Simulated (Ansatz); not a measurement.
**CH₇GaGeO₂: one species, many methods**

The task here is to estimate one member of a computed series from the others.

Program: Ansatz 0.2.0, Gaussian basis. Level of theory: functionals in def2-TZVPP, the program's frozen cores in correlated methods. These are calculated values, not measurements.

Plan: LDA (SPW92), PBE-D4, revPBE-D4, BLYP-D4, r2SCAN-D4, B97M-V, PBE0-D4, B3LYP-D4, r2SCANh-D4, r2SCAN0-D4, HSE06-D4, BHLYP-D4, CAM-B3LYP-D4, LC-ωPBE, ωB97X-V, ωB97M-V, B2PLYP, PBE-QIDH; CCSD(T)/def2-SVP; MP2/def2-TZVPP; MP2/def2-QZVPP; RPA on PBE.

**The geometry**

All runs share one geometry, relaxed beforehand with PBE0-D4 in a triple-zeta def2 set.

SMILES `O[CH2][GaH][O][GeH3]`, 12 atoms, charge 0, spin multiplicity 1.

Atoms are counted from 1 here; the program's logs count them from 0.

Bond lengths: O1–C2 1.417 Å, O1–H6 0.961 Å, C2–Ga3 1.980 Å, C2–H7 1.100 Å, C2–H8 1.100 Å, Ga3–O4 1.791 Å, Ga3–H9 1.557 Å, O4–Ge5 1.765 Å, Ge5–H10 1.544 Å, Ge5–H11 1.544 Å, Ge5–H12 1.536 Å. Angles: C2–O1–H6 108.9°, O1–C2–Ga3 109.3°, O1–C2–H7 112.1°, O1–C2–H8 112.1°, Ga3–C2–H7 108.4°, Ga3–C2–H8 108.4°, H7–C2–H8 106.4°, C2–Ga3–O4 115.4°, C2–Ga3–H9 130.3°, O4–Ga3–H9 114.4°, Ga3–O4–Ge5 131.1°, O4–Ge5–H10 109.7°, O4–Ge5–H11 109.7°, O4–Ge5–H12 107.2°, H10–Ge5–H11 109.2°, H10–Ge5–H12 110.5°, H11–Ge5–H12 110.5°.

Set-up of the first run:

The input, in.yaml:

```yaml
crystal:
  periodic: [false, false, false]
  atoms:
    - {symbol: O, position_ang: [-1.610113, -0.492488, 2.333073]}
    - {symbol: C, position_ang: [-0.698503, -0.016408, 1.357930]}
    - {symbol: Ga, position_ang: [-0.837825, -1.133959, -0.271067]}
    - {symbol: O, position_ang: [0.247800, -0.666907, -1.617222]}
    - {symbol: Ge, position_ang: [1.432512, 0.634598, -1.753827]}
    - {symbol: H, position_ang: [-1.536350, 0.053708, 3.119876]}
    - {symbol: H, position_ang: [-0.899404, 1.029028, 1.080118]}
    - {symbol: H, position_ang: [0.341953, -0.049302, 1.713931]}
    - {symbol: H, position_ang: [-1.744846, -2.362158, -0.574022]}
    - {symbol: H, position_ang: [2.499377, 0.487005, -0.647220]}
    - {symbol: H, position_ang: [0.726536, 1.999013, -1.599116]}
    - {symbol: H, position_ang: [2.078865, 0.517880, -3.142454]}
basis:
  gaussian: {orbitals: def2-TZVPP}
hamiltonian: {xc: lda}
output: {orbitals: {seedname: orbitals}}
```

Launch:

```
> ansatz run in.yaml --threads 4 --pin off --events-out ev --progress --plain --max-ram 10444MiB
```

Among the steps run: LDA; PBE-D4 (GGA); revPBE-D4 (GGA); BLYP-D4 (GGA); r2SCAN-D4 (meta-GGA); B97M-V (meta-GGA); PBE0-D4 (hybrid); B3LYP-D4 (hybrid); r2SCANh-D4 (hybrid); r2SCAN0-D4 (hybrid); HSE06-D4 (hybrid); BHLYP-D4 (hybrid); CAM-B3LYP-D4 (range-separated); LC-ωPBE (range-separated); ωB97X-V (range-separated); ωB97M-V (range-separated); B2PLYP (double hybrid); PBE-QIDH (double hybrid).

One table of the session follows, with a row left open; its other results are not shown here.

It belongs to the step «Frontier levels by functional». 

| functional | HOMO (eV) | gap (eV) |
| --- | --- | --- |
| LDA (SPW92) | -6.39 | 4.49 |
| PBE-D4 | -6.26 | 4.62 |
| revPBE-D4 | -6.21 | 4.69 |
| BLYP-D4 | -6.16 | 4.56 |
| r2SCAN-D4 | -6.54 | 5.18 |
| B97M-V | ? | ? |
| PBE0-D4 | -7.59 | 6.76 |
| B3LYP-D4 | -7.38 | 6.26 |
| r2SCANh-D4 | -7.04 | 5.96 |
| r2SCAN0-D4 | -7.78 | 7.11 |
| HSE06-D4 | -7.19 | 5.99 |
| BHLYP-D4 | -8.84 | 8.73 |
| CAM-B3LYP-D4 | -8.96 | 9.00 |
| LC-ωPBE | -10.27 | 11.54 |
| ωB97X-V | -9.94 | 11.02 |
| ωB97M-V | -9.82 | 10.65 |

Q: Estimate the row for B97M-V from the others.

As computed: HOMO (eV): -6.68; gap (eV): 5.08. In the column «HOMO (eV)» it lies between r2SCANh-D4 (-7.04) and r2SCAN-D4 (-6.54).
